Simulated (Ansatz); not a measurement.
Runs of Ansatz 0.2.0 on GdO. Symmetry: F-43m, No. 216, cubic system. Conventional cell: a = 5.400 Å, b = 5.400 Å, c = 5.400 Å, α = 90.00°, β = 90.00°, γ = 90.00°. Around Gd (site symmetry -43m) lie 4 O at 2.34 Å. Around O (site symmetry -43m) lie 4 Gd at 2.34 Å. 

| task | level | spin | U | points for each segment of the path | hubbard projectors | double counting | gap on the mesh (eV) | pressure (GPa) | moment (μB) |
| --- | --- | --- | --- | --- | --- | --- | --- | --- | --- |
| band structure | PBEsol | non-collinear, ferromagnetic start, SOC | - | 14 | - | - | none | -4.6 | 7.46 |
| projected density of states | PBEsol+U | collinear, ferromagnetic start | Gd f U = 8 eV | - | ortho-atomic (the default) | fll (the default) | none | -3.7 | 7.93 |
| projected density of states | PBEsol | collinear, ferromagnetic start | - | - | - | - | none | -4.5 | 7.51 |
| projected density of states | PBEsol+U | collinear, ferromagnetic start | Gd f U = 3 eV | - | ortho-atomic (the default) | fll (the default) | none | (a) | 7.85 |
| projected density of states | PBEsol+U | collinear, ferromagnetic start | Gd f U = 6 eV | - | ortho-atomic (the default) | fll (the default) | none | -3.9 | (b) |
| projected density of states | PBEsol+U | collinear, ferromagnetic start | Gd f U = 5 eV | - | ortho-atomic (the default) | fll (the default) | none | -4.1 | 7.91 |
| projected density of states | PBEsol+U | collinear, ferromagnetic start | Gd f U = 1 eV | - | ortho-atomic (the default) | fll (the default) | none | -4.5 | 7.68 |
| projected density of states | PBEsol+U | collinear, ferromagnetic start | Gd f U = 4 eV | - | ortho-atomic (the default) | fll (the default) | none | -4.2 | 7.88 |

Alike in all rows: potentials or basis Ansatz PAW; cell as given; k mesh 9 × 9 × 9; cutoff (eV) 420; smearing fermi-dirac 0.05 eV.

Estimate the missing entries.

(a) -4.3; (b) 7.92.

Caveats: a cell with one magnetic atom can't hold antiferromagnetic order, which such compounds often take; the PAW data sets come from PBE, with cores solved anew for the run's functional, which leaves a small shift of forces and pressure; spin-orbit coupling is left out, which moves the levels of the heavy elements (some runs); the magnetic or orbital state may not be the lowest (some runs); without U or exact exchange the open f shell lies at the Fermi level, which spoils levels, moments and volumes (some runs); the thresholds are loose for stress (some runs).

A k mesh can miss the band edges, and rows without SOC leave out spin-orbit coupling on Gd.

A gap of «none» marks a metal or a gap under the smearing width.
